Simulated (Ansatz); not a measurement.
# two structures of LuSb: a comparison of enthalpies under pressure

Computed with Ansatz 0.2.0, Python API.

Notebook, run cell by cell (the value of a cell's last expression is shown):

**Cell 1**
```python
import ansatz as az
import numpy as np
```

**Cell 2**
```python
def rocksalt(a_site, b_site, a):
    return (
        az.Lattice.fcc(a)
        .space_group(225)
        .atom(a_site, (0, 0, 0))
        .atom(b_site, (0.5, 0.5, 0.5))
        .primitive()
    )
```

**Cell 3**
```python
def cscl(first, second, a):
    return (
        az.Lattice.cubic(a)
        .space_group(221)
        .atom(first, (0, 0, 0))
        .atom(second, (0.5, 0.5, 0.5))
    )
```

**Cell 4**
```python
def ground_state(name, crystal, pressure=0.0):
    calc = (
        crystal.calculation()
        .accuracy('low')
        .eigensolver('davidson', mixed_precision=False)
        .basis(24 * az.Ha)
        .functional('r2scan')
        .scf(tolerance=1e-09, extra_bands=12)
        .kpoints(spacing=0.39)
        .occupations('fermi_dirac', width=0.1)
    )
    calc = calc.relax(force_tolerance=0.03, max_steps=60, cell=True, pressure=pressure)
    return calc.run(threads=1, backend='cpu')
```

**Cell 5**
```python
def volume_per_atom(outcome):
    return abs(np.linalg.det(outcome.lattice.cell_ang)) / len(outcome.lattice.sites)
```

**Cell 6**
```python
phases = {}
phases['rocksalt'] = rocksalt('Lu', 'Sb', 6.08)
phases['CsCl'] = cscl('Lu', 'Sb', 3.74)
```

**Cell 7**
```python
pressures = [0, 10, 20, 30]
enthalpy, volume = {name: [] for name in phases}, {name: [] for name in phases}
for p in pressures:
    for name, crystal in phases.items():
        o = ground_state(name, crystal, pressure=p)
        volume[name].append(volume_per_atom(o))
        enthalpy[name].append(o.report['energy_sigma0_ev'] / len(o.lattice.sites) + p * volume[name][-1] / 160.21766)
gap = np.array(enthalpy['CsCl']) - np.array(enthalpy['rocksalt'])
rows = [(p, va, vb, 1000 * d) for p, va, vb, d in zip(pressures, volume['rocksalt'], volume['CsCl'], gap)]
print('   P (GPa)  V rocksalt (A^3/atom)  V CsCl (A^3/atom)  H(CsCl) - H(rocksalt) (meV/atom)')
for row in rows:
    print(f'{row[0]:10d}  {row[1]:21.3f}  {row[2]:17.3f}  {row[3]:+32.1f}')
crossings = [p0 - g0 * (p1 - p0) / (g1 - g0) for p0, p1, g0, g1 in zip(pressures, pressures[1:], gap, gap[1:]) if g0 * g1 < 0]
print('crossing near', [round(float(p), 1) for p in crossings], 'GPa') if crossings else print('no crossing in this range')
```
Output:
```text
DeckWarning: relax.cell: scf.convergence.dr2_threshold = 1e-9 eV is looser than the 2e-10 eV advised for a relaxation that steers and ends on the stress (1e-10 eV for each atom of the cell: 2). What an SCF threshold leaves in a stress goes as its square root, and in the free energy as the threshold itself, and one threshold admits the most on a small cell: of the crystals measured, under no [...]
   P (GPa)  V rocksalt (A^3/atom)  V CsCl (A^3/atom)  H(CsCl) - H(rocksalt) (meV/atom)
         0                 28.044             25.799                            +485.8
        10                 24.905             23.055                            +358.4
        20                 22.913             21.248                            +250.6
        30                 21.484             19.927                            +150.4
no crossing in this range
```

Notes:
- The settings weren't tested for convergence.
- At a fixed pressure a relaxation lowers the enthalpy F + PV, while F alone can rise.
- For the metals among these phases the mesh is modest: differences between phases can be off by up to 40 meV an atom.
- Warnings are shown shortened and without file and line.
- Only these two structures are compared, at zero temperature and with their symmetry kept; either may be hypothetical, and another phase may be lower than both. Differences under about 40 meV an atom lie within the error of mesh and functional.
- The cells are prototypes set up for this calculation and needn't exist.
- Hardware and time: 2.7 min on 1 thread of Intel(R) Xeon(R) Platinum 8259CL CPU @ 2.50GHz (Skylake/Cascade Lake) (shared host), peak memory 0.57 GiB.
